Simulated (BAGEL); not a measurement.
# SiSeF3 (SMILES F[Si](F)(F)[Se]): UHF/6-31G(d) (density fitting with qzvpp-jkfit, spherical functions)

What is the energy change on altering one bond length of SiSeF3 at UHF/6-31G* (density fitting with qzvpp-jkfit, spherical functions)? 

The results are computed with BAGEL 1.2.2.

1 further run of the same task is left out (set aside as unsound or not needed).

### 1 The molecule

SiSeF3 has 5 atoms, charge 0, and is taken as a doublet. As SMILES, `F[Si](F)(F)[Se]`. The shape is that of a PBE0-D4/def2-TZVP optimisation.

Bond lengths: F1–Si2 1.573 Å, Si2–F3 1.574 Å, Si2–F4 1.573 Å, Si2–Se5 2.236 Å. Angles: F1–Si2–F3 108.5°, F1–Si2–F4 106.2°, F1–Si2–Se5 112.7°, F3–Si2–F4 108.5°, F3–Si2–Se5 108.1°, F4–Si2–Se5 112.6°.

### 2 The energy at UHF/6-31G(d) (density fitting with qzvpp-jkfit, spherical functions)

calc.json

```json
{ "bagel": [

{
  "title": "molecule",
  "basis": "6-31gs.json",
  "df_basis": "qzvpp-jkfit",
  "angstrom": "true",
  "geometry": [
    { "atom": "F", "xyz": [       0.019100,       0.030200,       1.613100 ] },
    { "atom": "Si", "xyz": [       0.076200,      -0.080300,       0.044800 ] },
    { "atom": "F", "xyz": [      -0.439500,      -1.506900,      -0.373500 ] },
    { "atom": "F", "xyz": [       1.594500,       0.038500,      -0.349900 ] },
    { "atom": "Se", "xyz": [      -1.200400,       1.445000,      -0.975800 ] }
  ]
},

{ "title": "uhf", "charge": 0, "nopen": 1 },

{ "title": "print", "file": "orbitals.molden", "orbitals": "true" }

]}
```

The basis set 6-31G* is read from a file made from the Basis Set Exchange's data (not shown).

Launch:

```console
$ BAGEL_NUM_THREADS=1 BAGEL calc.json > calc.out
```

The program printed:

```text
* using 1 threads per process

  ===============================================================
  ===============================================================

  *** Geometry ***

  { "atom" : "F", "xyz" : [      0.036094,      0.057070,      3.048317 ] },
  { "atom" : "Si", "xyz" : [      0.143997,     -0.151745,      0.084660 ] },
  { "atom" : "F", "xyz" : [     -0.830535,     -2.847628,     -0.705813 ] },
  { "atom" : "F", "xyz" : [      3.013168,      0.072754,     -0.661215 ] },
  { "atom" : "Se", "xyz" : [     -2.268427,      2.730654,     -1.843995 ] },

  Number of auxiliary basis functions:      625

  Since a DF basis is specified, we compute 2- and 3-index integrals:
    o Being stored without compression. Storage requirement is 0.042 GB

  Number of basis functions:       92
  Number of electrons      :       75

    * METHOD: MOLECULE                             0.38

  *** Open-shell HF ***

  === Nuclear Repulsion ===
   443.9863596213

      * DIIS with orbital gradients will be used.

  === UHF iteration (6-31gs.json) ===
      0      -2986.72011957          0.04126502           0.28
      1      -2986.89319273          0.02578851           0.28
      2      -2986.95430128          0.01537290           0.28
      3      -2986.98901697          0.00046083           0.28
      4      -2986.98912424          0.00015647           0.27
      5      -2986.98913596          0.00003199           0.27
      6      -2986.98913748          0.00001174           0.27
      7      -2986.98913793          0.00000438           0.28
      8      -2986.98913803          0.00000128           0.28
      9      -2986.98913804          0.00000086           0.28
     10      -2986.98913805          0.00000058           0.28
     11      -2986.98913805          0.00000029           0.28
     12      -2986.98913805          0.00000014           0.28
     13      -2986.98913805          0.00000005           0.28
     14      -2986.98913805          0.00000003           0.28
     15      -2986.98913805          0.00000003           0.28
     16      -2986.98913805          0.00000003           0.28
     17      -2986.98913805          0.00000003           0.28
     18      -2986.98913805          0.00000003           0.28
     19      -2986.98913805          0.00000003           0.28
     20      -2986.98913805          0.00000003           0.28
     21      -2986.98913805          0.00000002           0.28
     22      -2986.98913805          0.00000001           0.28
     23      -2986.98913805          0.00000001           0.28
    * SCF iteration converged.

    * S^2 (UHF) is 0.7575

    * Permanent dipole moment:
           (    0.218681,    -0.303822,     0.174870) a.u.

    * METHOD: UHF                                  6.97

    * METHOD: PRINT                                0.01

  ===============================================================
```

Wall time 7.8 s (1 thread of Arm Neoverse V2, shared host); peak memory 0.18 GiB.

### 3 The distorted shape at the same level

input.json

```json
{ "bagel": [

{
  "title": "molecule",
  "basis": "6-31gs.json",
  "df_basis": "qzvpp-jkfit",
  "angstrom": true,
  "geometry": [
    { "atom": "F", "xyz": [   -0.436358,   -0.005437,    1.731502 ] },
    { "atom": "Si", "xyz": [   -0.379258,   -0.115937,    0.163202 ] },
    { "atom": "F", "xyz": [   -0.894958,   -1.542537,   -0.255098 ] },
    { "atom": "F", "xyz": [    1.594500,    0.038500,   -0.349900 ] },
    { "atom": "Se", "xyz": [   -1.655858,    1.409363,   -0.857398 ] }
  ]
},
{
  "title": "uhf",
  "nopen": 1
},
{
  "title": "print",
  "file": "orbitals.molden",
  "orbitals": true
}

]}
```

The basis set 6-31G* is read from a file made from the Basis Set Exchange's data (not shown).

Launch:

```console
$ BAGEL_NUM_THREADS=1 BAGEL input.json > input.out
```

The program printed:

```text
* using 1 threads per process

  ===============================================================
  ===============================================================

  *** Geometry ***

  { "atom" : "F", "xyz" : [     -0.824597,     -0.010274,      3.272065 ] },
  { "atom" : "Si", "xyz" : [     -0.716694,     -0.219089,      0.308407 ] },
  { "atom" : "F", "xyz" : [     -1.691226,     -2.914972,     -0.482065 ] },
  { "atom" : "F", "xyz" : [      3.013168,      0.072754,     -0.661215 ] },
  { "atom" : "Se", "xyz" : [     -3.129118,      2.663310,     -1.620247 ] },

  Number of auxiliary basis functions:      625

  Since a DF basis is specified, we compute 2- and 3-index integrals:
    o Being stored without compression. Storage requirement is 0.042 GB

  Number of basis functions:       92
  Number of electrons      :       75

    * METHOD: MOLECULE                             0.39

  *** Open-shell HF ***

  === Nuclear Repulsion ===
   424.3505762813

      * DIIS with orbital gradients will be used.

  === UHF iteration (6-31gs.json) ===
      0      -2986.56382976          0.04438762           0.30
      1      -2986.74407327          0.03182612           0.29
      2      -2986.83194898          0.02110503           0.29
      3      -2986.90385637          0.00089164           0.29
      4      -2986.90412324          0.00046078           0.28
      5      -2986.90419145          0.00011608           0.28
      6      -2986.90419975          0.00004355           0.28
      7      -2986.90420171          0.00002045           0.28
      8      -2986.90420257          0.00001287           0.28
      9      -2986.90420301          0.00001231           0.28
     10      -2986.90420345          0.00001218           0.29
     11      -2986.90420408          0.00001209           0.29
     12      -2986.90420566          0.00001185           0.29
     13      -2986.90421182          0.00001084           0.29
     14      -2986.90421961          0.00000925           0.30
     15      -2986.90422170          0.00000816           0.29
     16      -2986.90422418          0.00000639           0.29
     17      -2986.90422552          0.00001023           0.30
     18      -2986.90423151          0.00000427           0.30
     19      -2986.90423633          0.00000263           0.29
     20      -2986.90423986          0.00000125           0.30
     21      -2986.90424108          0.00000085           0.32
     22      -2986.90424167          0.00000053           0.31
     23      -2986.90424199          0.00000036           0.29
     24      -2986.90424211          0.00000022           0.30
     25      -2986.90424212          0.00000010           0.29
     26      -2986.90424212          0.00000007           0.29
     27      -2986.90424212          0.00000006           0.29
     28      -2986.90424212          0.00000006           0.29
     29      -2986.90424212          0.00000005           0.28
     30      -2986.90424212          0.00000005           0.28
     31      -2986.90424212          0.00000005           0.28
     32      -2986.90424212          0.00000005           0.27
     33      -2986.90424212          0.00000005           0.28
     34      -2986.90424212          0.00000005           0.27
     35      -2986.90424212          0.00000005           0.27
     36      -2986.90424212          0.00000004           0.27
     37      -2986.90424212          0.00000004           0.28
     38      -2986.90424212          0.00000003           0.27
     39      -2986.90424212          0.00000003           0.27
     40      -2986.90424212          0.00000002           0.27
     41      -2986.90424212          0.00000002           0.27
     42      -2986.90424212          0.00000001           0.27
     43      -2986.90424212          0.00000001           0.27
     44      -2986.90424212          0.00000001           0.27
     45      -2986.90424212          0.00000001           0.27
     46      -2986.90424212          0.00000001           0.27
     47      -2986.90424212          0.00000001           0.27
    * SCF iteration converged.

    * S^2 (UHF) is 0.7579

    * Permanent dipole moment:
           (    1.149155,    -0.385747,     0.057158) a.u.

    * METHOD: UHF                                 13.92

    * METHOD: PRINT                                0.01

  ===============================================================
```

Run time: 15 s. Hardware: 1 thread of Arm Neoverse V2, shared host; peak memory 0.18 GiB.

### 4 Summary of results

At UHF/6-31G* (density fitting with qzvpp-jkfit, spherical functions):

```
                                                          quantity           value
                                         first shape: total energy  -2986.98914 Eh
                                        first shape: dipole moment          1.05 D
                                                 first shape: ⟨S²⟩           0.757
                                     distorted shape: total energy  -2986.90424 Eh
                                    distorted shape: dipole moment          3.08 D
                                             distorted shape: ⟨S²⟩           0.758
energy change with the Si2–F4 bond stretched from 1.573 to 2.045 Å        2.310 eV
```

**Reading.** With the Si2–F4 bond stretched from 1.573 to 2.045 Å the energy rises by 2.31 eV (223 kJ/mol). The first shape isn't relaxed at this level, so the change isn't measured from a minimum.
